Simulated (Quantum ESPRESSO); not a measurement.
# Cu (Im-3m) in Quantum ESPRESSO: a series of runs

One crystal, Cu, is run at these levels: PBEsol, LDA; tasks: single point.

All numbers are computed with Quantum ESPRESSO 7.5; they aren't measurements. Logs are shortened: lines on timing, memory, paths and dates and some standing lists are left out, and cuts for length are marked.

**1. The structure**

Symmetry: Im-3m, No. 229, cubic system. Conventional cell: a = 2.950 Å, b = 2.950 Å, c = 2.950 Å, α = 90.00°, β = 90.00°, γ = 90.00°. Cu (site symmetry m-3m) has 8 Cu at 2.55 Å as nearest neighbours.

The cell was built by a generator and needn't be a form met in nature.

**2. Single point, PBEsol**

The input, pw.in:

```
&CONTROL
  calculation = 'scf'
  prefix = 'pwscf'
  outdir = './tmp'
  pseudo_dir = './pseudo'
  tprnfor = .true.
  tstress = .true.
  disk_io = 'nowf'
/
&SYSTEM
  ibrav = 0
  nat = 1
  ntyp = 1
  ecutwfc = 56
  ecutrho = 448
  nbnd = 16
  occupations = 'smearing'
  smearing = 'mp'
  degauss = 0.00734986
/
&ELECTRONS
  conv_thr = 2d-10
  electron_maxstep = 120
  mixing_beta = 0.5
/
ATOMIC_SPECIES
Cu    63.5460 cu_pbesol_v1.2.uspp.F.UPF
CELL_PARAMETERS angstrom
  -1.4750000000    1.4750000000    1.4750000000
   1.4750000000   -1.4750000000    1.4750000000
   1.4750000000    1.4750000000   -1.4750000000
ATOMIC_POSITIONS crystal
Cu     0.0000000000    0.0000000000    0.0000000000
K_POINTS automatic
18 18 18 0 0 0
```

Potentials or basis: GBRV 1.5 PBEsol.

Run with:

```bash
$ OMP_NUM_THREADS=1 pw.x -in pw.in > pw.out
```

pw.out:

```text
This program is part of the open-source Quantum ESPRESSO suite
     for quantum simulation of materials; please cite
[... 9 lines left out ...]
     --------------------
     sticks:   dense  smooth     PW     G-vecs:    dense   smooth      PW
     Sum         785     395    159                13835     4921    1253

     Using Slab Decomposition

     bravais-lattice index     =            0
     lattice parameter (alat)  =       4.8278  a.u.
     unit-cell volume          =      86.6229 (a.u.)^3
     number of atoms/cell      =            1
     number of atomic types    =            1
     number of electrons       =        19.00
     number of Kohn-Sham states=           16
     kinetic-energy cutoff     =      56.0000  Ry
     charge density cutoff     =     448.0000  Ry
     scf convergence threshold =      2.0E-10
     mixing beta               =       0.5000
     number of iterations used =            8  plain     mixing
     Exchange-correlation= SLA  PW   PSX  PSC
                           (   1   4  10   8   0   0   0)

     celldm(1)=   4.827825  celldm(2)=   0.000000  celldm(3)=   0.000000
     celldm(4)=   0.000000  celldm(5)=   0.000000  celldm(6)=   0.000000

     crystal axes: (cart. coord. in units of alat)
               a(1) = (  -0.577350   0.577350   0.577350 )
               a(2) = (   0.577350  -0.577350   0.577350 )
               a(3) = (   0.577350   0.577350  -0.577350 )

     reciprocal axes: (cart. coord. in units 2 pi/alat)
               b(1) = ( -0.000000  0.866025  0.866025 )
               b(2) = (  0.866025 -0.000000  0.866025 )
               b(3) = (  0.866025  0.866025  0.000000 )

     PseudoPot. # 1 for Cu read from file:
     cu_pbesol_v1.2.uspp.F.UPF
     Pseudo is Ultrasoft + core correction, Zval = 19.0
     Generated by new atomic code, or converted to UPF format
     Using radial grid of  867 points,  6 beta functions with:
                l(1) =   0
                l(2) =   0
                l(3) =   1
                l(4) =   1
                l(5) =   2
                l(6) =   2
     Q(r) pseudized with  8 coefficients,  rinner =    1.150   1.150   1.150
                                                       1.150   1.150

     atomic species   valence    mass     pseudopotential
     Cu               19.00    63.54600     Cu( 1.00)

     48 Sym. Ops., with inversion, found

   Cartesian axes

     site n.     atom                  positions (alat units)
         1        Cu     tau(   1) = (   0.0000000   0.0000000   0.0000000  )

     number of k points=   195  Methfessel-Paxton smearing, width (Ry)=  0.0073

     Number of k-points >= 100: set verbosity='high' to print them.

     Dense  grid:    13835 G-vectors     FFT dimensions: (  36,  36,  36)

     Smooth grid:     4921 G-vectors     FFT dimensions: (  24,  24,  24)

     Check: negative core charge=   -0.000002

     Initial potential from superposition of free atoms

     starting charge      18.0000, renormalised to      19.0000
     Starting wfcs are   13 randomized atomic wfcs +    3 random wfcs

     Self-consistent Calculation

     iteration #  1     ecut=    56.00 Ry     beta= 0.50
     Davidson diagonalization with overlap
     ethr =  1.00E-02,  avg # of iterations =  6.0

     total energy              =    -400.47707195 Ry
     estimated scf accuracy    <       5.89320615 Ry

     iteration #  2     ecut=    56.00 Ry     beta= 0.50
     Davidson diagonalization with overlap
     ethr =  1.00E-02,  avg # of iterations =  3.0

     total energy              =    -402.94486336 Ry
     estimated scf accuracy    <       6.51439511 Ry

     iteration #  3     ecut=    56.00 Ry     beta= 0.50
     Davidson diagonalization with overlap
     ethr =  1.00E-02,  avg # of iterations =  2.0

     total energy              =    -403.52020497 Ry
     estimated scf accuracy    <       0.45394244 Ry

     iteration #  4     ecut=    56.00 Ry     beta= 0.50
     Davidson diagonalization with overlap
     ethr =  2.39E-03,  avg # of iterations =  1.1

     total energy              =    -403.53626147 Ry
     estimated scf accuracy    <       0.15818710 Ry

     iteration #  5     ecut=    56.00 Ry     beta= 0.50
     Davidson diagonalization with overlap
     ethr =  8.33E-04,  avg # of iterations =  1.1

     total energy              =    -403.46596086 Ry
     estimated scf accuracy    <       0.18575368 Ry

     iteration #  6     ecut=    56.00 Ry     beta= 0.50
     Davidson diagonalization with overlap
     ethr =  8.33E-04,  avg # of iterations =  2.1

     total energy              =    -403.50511549 Ry
     estimated scf accuracy    <       0.01009569 Ry

     iteration #  7     ecut=    56.00 Ry     beta= 0.50
     Davidson diagonalization with overlap
     ethr =  5.31E-05,  avg # of iterations =  1.7

     total energy              =    -403.50578706 Ry
     estimated scf accuracy    <       0.00422229 Ry

     iteration #  8     ecut=    56.00 Ry     beta= 0.50
     Davidson diagonalization with overlap
     ethr =  2.22E-05,  avg # of iterations =  1.2

     total energy              =    -403.50386686 Ry
     estimated scf accuracy    <       0.00763138 Ry

     iteration #  9     ecut=    56.00 Ry     beta= 0.50
     Davidson diagonalization with overlap
     ethr =  2.22E-05,  avg # of iterations =  1.0

     total energy              =    -403.50455592 Ry
     estimated scf accuracy    <       0.00028725 Ry

     iteration # 10     ecut=    56.00 Ry     beta= 0.50
     Davidson diagonalization with overlap
     ethr =  1.51E-06,  avg # of iterations =  1.6

     total energy              =    -403.50455272 Ry
     estimated scf accuracy    <       0.00026101 Ry
[... 57 lines left out ...]
     iteration # 19     ecut=    56.00 Ry     beta= 0.50
     Davidson diagonalization with overlap
     ethr =  1.34E-09,  avg # of iterations =  2.0

     total energy              =    -403.50452754 Ry
     estimated scf accuracy    <       0.00000038 Ry

     iteration # 20     ecut=    56.00 Ry     beta= 0.50
     Davidson diagonalization with overlap
     ethr =  1.34E-09,  avg # of iterations =  2.0

     total energy              =    -403.50452738 Ry
     estimated scf accuracy    <       0.00000101 Ry

     iteration # 21     ecut=    56.00 Ry     beta= 0.50
     Davidson diagonalization with overlap
     ethr =  1.34E-09,  avg # of iterations =  1.7

     total energy              =    -403.50452741 Ry
     estimated scf accuracy    <       0.00000015 Ry

     iteration # 22     ecut=    56.00 Ry     beta= 0.50
     Davidson diagonalization with overlap
     ethr =  7.83E-10,  avg # of iterations =  1.0

     total energy              =    -403.50452741 Ry
     estimated scf accuracy    <       0.00000005 Ry

     iteration # 23     ecut=    56.00 Ry     beta= 0.50
     Davidson diagonalization with overlap
     ethr =  2.80E-10,  avg # of iterations =  1.0

     total energy              =    -403.50452740 Ry
     estimated scf accuracy    <       0.00000003 Ry

     iteration # 24     ecut=    56.00 Ry     beta= 0.50
     Davidson diagonalization with overlap
     ethr =  1.48E-10,  avg # of iterations =  2.0

     total energy              =    -403.50452740 Ry
     estimated scf accuracy    <       0.00000004 Ry

     iteration # 25     ecut=    56.00 Ry     beta= 0.50
     Davidson diagonalization with overlap
     ethr =  1.48E-10,  avg # of iterations =  1.0

     End of self-consistent calculation

     Number of k-points >= 100: set verbosity='high' to print the bands.

     the Fermi energy is    14.2186 ev

!    total energy              =    -403.50452741 Ry
     estimated scf accuracy    <          2.1E-11 Ry
     smearing contrib. (-TS)   =      -0.00008187 Ry
     internal energy E=F+TS    =    -403.50444554 Ry

     The total energy is F=E-TS. E is the sum of the following terms:
     one-electron contribution =    -279.41925558 Ry
     hartree contribution      =     149.93340049 Ry
     xc contribution           =     -38.35296815 Ry
     ewald contribution        =    -235.66562230 Ry

     convergence has been achieved in  25 iterations

     Forces acting on atoms (cartesian axes, Ry/au):

     atom    1 type  1   force =     0.00000000    0.00000000    0.00000000

     Total force =     0.000000     Total SCF correction =     0.000000

     Computing stress (Cartesian axis) and pressure

          total   stress  (Ry/bohr**3)                   (kbar)     P=     -150.73
  -0.00102461   0.00000000   0.00000000         -150.73        0.00        0.00
   0.00000000  -0.00102461   0.00000000            0.00     -150.73        0.00
   0.00000000   0.00000000  -0.00102461            0.00        0.00     -150.73

=------------------------------------------------------------------------------=
   JOB DONE.
=------------------------------------------------------------------------------=
```

Wall time 47 s (1 thread of Intel Xeon Platinum 8488C (Sapphire Rapids), shared host); peak memory 0.11 GiB.

Results:

| Quantity | Value |
| --- | --- |
| Free energy | -5489.9588 eV |
| Pressure | -15.1 GPa |
| Band gap on the k mesh | none (metal or under the smearing width) |

Levels at points of the mesh, in eV from the Fermi level:
```tsv
k point	band 7	band 8	band 9	band 10	band 11	band 12	band 13	band 14
(0.00, 0.00, 0.00)	-2.82	-2.82	-1.91	-1.91	24.23	24.23	24.23	26.45
(0.00, 0.00, -0.50)	-1.95	-1.82	-1.25	-0.46	3.91	16.43	16.74	20.39
(-0.50, -0.50, -0.50)	-1.41	-1.41	-1.41	7.74	7.74	7.74	13.05	13.05
```

Caveat: so large a pressure means that the cell lies far from this level's equilibrium, or that cutoff or potentials fall short.

**3. Single point, LDA**

Changes to pw.in since step 2:

```diff
@@ -26,3 +26,3 @@
 ATOMIC_SPECIES
-Cu    63.5460 cu_pbesol_v1.2.uspp.F.UPF
+Cu    63.5460 cu_lda_v1.2.uspp.F.UPF
 CELL_PARAMETERS angstrom
```

Potentials or basis: GBRV 1.5 LDA.

Run with:

```bash
$ OMP_NUM_THREADS=1 pw.x -in pw.in > pw.out
```

pw.out:

```text
This program is part of the open-source Quantum ESPRESSO suite
     for quantum simulation of materials; please cite
[... 9 lines left out ...]
     --------------------
     sticks:   dense  smooth     PW     G-vecs:    dense   smooth      PW
     Sum         785     395    159                13835     4921    1253

     Using Slab Decomposition

     bravais-lattice index     =            0
     lattice parameter (alat)  =       4.8278  a.u.
     unit-cell volume          =      86.6229 (a.u.)^3
     number of atoms/cell      =            1
     number of atomic types    =            1
     number of electrons       =        19.00
     number of Kohn-Sham states=           16
     kinetic-energy cutoff     =      56.0000  Ry
     charge density cutoff     =     448.0000  Ry
     scf convergence threshold =      2.0E-10
     mixing beta               =       0.5000
     number of iterations used =            8  plain     mixing
     Exchange-correlation= SLA  PZ   NOGX NOGC
                           (   1   1   0   0   0   0   0)

     celldm(1)=   4.827825  celldm(2)=   0.000000  celldm(3)=   0.000000
     celldm(4)=   0.000000  celldm(5)=   0.000000  celldm(6)=   0.000000

     crystal axes: (cart. coord. in units of alat)
               a(1) = (  -0.577350   0.577350   0.577350 )
               a(2) = (   0.577350  -0.577350   0.577350 )
               a(3) = (   0.577350   0.577350  -0.577350 )

     reciprocal axes: (cart. coord. in units 2 pi/alat)
               b(1) = ( -0.000000  0.866025  0.866025 )
               b(2) = (  0.866025 -0.000000  0.866025 )
               b(3) = (  0.866025  0.866025  0.000000 )

     PseudoPot. # 1 for Cu read from file:
     cu_lda_v1.2.uspp.F.UPF
     Pseudo is Ultrasoft + core correction, Zval = 19.0
     Generated by new atomic code, or converted to UPF format
     Using radial grid of  867 points,  6 beta functions with:
                l(1) =   0
                l(2) =   0
                l(3) =   1
                l(4) =   1
                l(5) =   2
                l(6) =   2
     Q(r) pseudized with  8 coefficients,  rinner =    1.150   1.150   1.150
                                                       1.150   1.150

     atomic species   valence    mass     pseudopotential
     Cu               19.00    63.54600     Cu( 1.00)

     48 Sym. Ops., with inversion, found

   Cartesian axes

     site n.     atom                  positions (alat units)
         1        Cu     tau(   1) = (   0.0000000   0.0000000   0.0000000  )

     number of k points=   195  Methfessel-Paxton smearing, width (Ry)=  0.0073

     Number of k-points >= 100: set verbosity='high' to print them.

     Dense  grid:    13835 G-vectors     FFT dimensions: (  36,  36,  36)

     Smooth grid:     4921 G-vectors     FFT dimensions: (  24,  24,  24)

     Check: negative core charge=   -0.000002

     Initial potential from superposition of free atoms

     starting charge      18.0000, renormalised to      19.0000
     Starting wfcs are   13 randomized atomic wfcs +    3 random wfcs

     Self-consistent Calculation

     iteration #  1     ecut=    56.00 Ry     beta= 0.50
     Davidson diagonalization with overlap
     ethr =  1.00E-02,  avg # of iterations =  6.0

     total energy              =    -400.51242755 Ry
     estimated scf accuracy    <       5.86190156 Ry

     iteration #  2     ecut=    56.00 Ry     beta= 0.50
     Davidson diagonalization with overlap
     ethr =  1.00E-02,  avg # of iterations =  3.0

     total energy              =    -402.97374661 Ry
     estimated scf accuracy    <       6.51962284 Ry

     iteration #  3     ecut=    56.00 Ry     beta= 0.50
     Davidson diagonalization with overlap
     ethr =  1.00E-02,  avg # of iterations =  2.0

     total energy              =    -403.55547394 Ry
     estimated scf accuracy    <       0.45228801 Ry

     iteration #  4     ecut=    56.00 Ry     beta= 0.50
     Davidson diagonalization with overlap
     ethr =  2.38E-03,  avg # of iterations =  1.1

     total energy              =    -403.57116656 Ry
     estimated scf accuracy    <       0.16267175 Ry

     iteration #  5     ecut=    56.00 Ry     beta= 0.50
     Davidson diagonalization with overlap
     ethr =  8.56E-04,  avg # of iterations =  1.1

     total energy              =    -403.49866463 Ry
     estimated scf accuracy    <       0.19670079 Ry

     iteration #  6     ecut=    56.00 Ry     beta= 0.50
     Davidson diagonalization with overlap
     ethr =  8.56E-04,  avg # of iterations =  2.1

     total energy              =    -403.53793825 Ry
     estimated scf accuracy    <       0.00742357 Ry

     iteration #  7     ecut=    56.00 Ry     beta= 0.50
     Davidson diagonalization with overlap
     ethr =  3.91E-05,  avg # of iterations =  1.9
[... 74 lines left out ...]
     iteration # 18     ecut=    56.00 Ry     beta= 0.50
     Davidson diagonalization with overlap
     ethr =  2.08E-07,  avg # of iterations =  1.6

     total energy              =    -403.53742923 Ry
     estimated scf accuracy    <       0.00000967 Ry

     iteration # 19     ecut=    56.00 Ry     beta= 0.50
     Davidson diagonalization with overlap
     ethr =  5.09E-08,  avg # of iterations =  1.0

     total energy              =    -403.53742356 Ry
     estimated scf accuracy    <       0.00001710 Ry

     iteration # 20     ecut=    56.00 Ry     beta= 0.50
     Davidson diagonalization with overlap
     ethr =  5.09E-08,  avg # of iterations =  2.0

     total energy              =    -403.53742648 Ry
     estimated scf accuracy    <       0.00000025 Ry

     iteration # 21     ecut=    56.00 Ry     beta= 0.50
     Davidson diagonalization with overlap
     ethr =  1.32E-09,  avg # of iterations =  1.3

     total energy              =    -403.53742654 Ry
     estimated scf accuracy    <       0.00000006 Ry

     iteration # 22     ecut=    56.00 Ry     beta= 0.50
     Davidson diagonalization with overlap
     ethr =  3.34E-10,  avg # of iterations =  1.0

     End of self-consistent calculation

     Number of k-points >= 100: set verbosity='high' to print the bands.

     the Fermi energy is    13.9689 ev

!    total energy              =    -403.53742655 Ry
     estimated scf accuracy    <          1.3E-10 Ry
     smearing contrib. (-TS)   =      -0.00007445 Ry
     internal energy E=F+TS    =    -403.53735210 Ry

     The total energy is F=E-TS. E is the sum of the following terms:
     one-electron contribution =    -279.54719820 Ry
     hartree contribution      =     149.86561158 Ry
     xc contribution           =     -38.19014318 Ry
     ewald contribution        =    -235.66562230 Ry

     convergence has been achieved in  22 iterations

     Forces acting on atoms (cartesian axes, Ry/au):

     atom    1 type  1   force =     0.00000000    0.00000000    0.00000000

     Total force =     0.000000     Total SCF correction =     0.000000

     Computing stress (Cartesian axis) and pressure

          total   stress  (Ry/bohr**3)                   (kbar)     P=     -200.78
  -0.00136489  -0.00000000  -0.00000000         -200.78       -0.00       -0.00
  -0.00000000  -0.00136489  -0.00000000           -0.00     -200.78       -0.00
  -0.00000000  -0.00000000  -0.00136489           -0.00       -0.00     -200.78

=------------------------------------------------------------------------------=
   JOB DONE.
=------------------------------------------------------------------------------=
```

It took 30 s on 1 thread of Intel Xeon 6975P-C (Granite Rapids), shared host; peak memory 0.11 GiB.

Results:

* Free energy: -5490.4064 eV
* Pressure: -20.1 GPa
* Band gap on the k mesh: none (metal or under the smearing width)

Levels at points of the mesh, in eV from the Fermi level:
```csv
k point,band 8,band 9,band 10,band 11,band 12,band 13
"(0.00, 0.00, 0.00)",-2.86,-1.94,-1.94,24.35,24.35,24.35
"(0.00, 0.00, -0.50)",-1.85,-1.28,-0.40,3.88,16.33,16.78
"(-0.50, -0.50, -0.50)",-1.44,-1.44,7.72,7.72,7.72,13.19
```

Caveat: so large a pressure means that the cell lies far from this level's equilibrium, or that cutoff or potentials fall short.
